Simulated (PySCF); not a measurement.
# C4H6FNO: the cost of one run

Programs: PySCF 2.14.0, with routines of our own; each step states its level. All values are computed. Atoms count from 0.

## 1. The starting structure

13 atoms, charge 0, multiplicity 1; geometry from: GFN2-xTB.

## 2. Magnetic properties: GIAO B3LYP/pcSseg-1

The job: settings as JSON, then the geometry in Å.

```
{"job": {"kind": "mag", "xc": "B3LYP", "basis": "pcSseg-1", "isotopologues": 2}, "charge": 0, "multiplicity": 1}
O      2.617833     0.692118    -0.872842
C      1.884527    -0.218022    -0.579067
N      0.614673    -0.083201    -0.182954
C     -0.219630     1.095749    -0.011313
C     -1.336752     0.177457     0.504702
F     -2.476857     0.203609    -0.247084
C     -0.418923    -1.020603     0.212098
H      2.189488    -1.283040    -0.597893
H      0.179616     1.821520     0.697909
H     -0.460605     1.594813    -0.952533
H     -1.638365     0.312625     1.545475
H     -0.778962    -1.650246    -0.605844
H     -0.160430    -1.642292     1.071618
```

With the program's defaults for keys left out, this is: GIAO B3LYP/pcSseg-1 magnetisability, rotational g tensor and spin-rotation constants, non-relativistic, gas phase.

Launch:

```bash
> OMP_NUM_THREADS=1 python excited_run.py task.json out
```

The driver reads the jobs from task.json and runs them one after another.

Q: Estimate the wall time and peak memory of this first job on 1 thread of Arm Neoverse V1, shared host.

About 22 s, with a peak of 0.74 GiB.
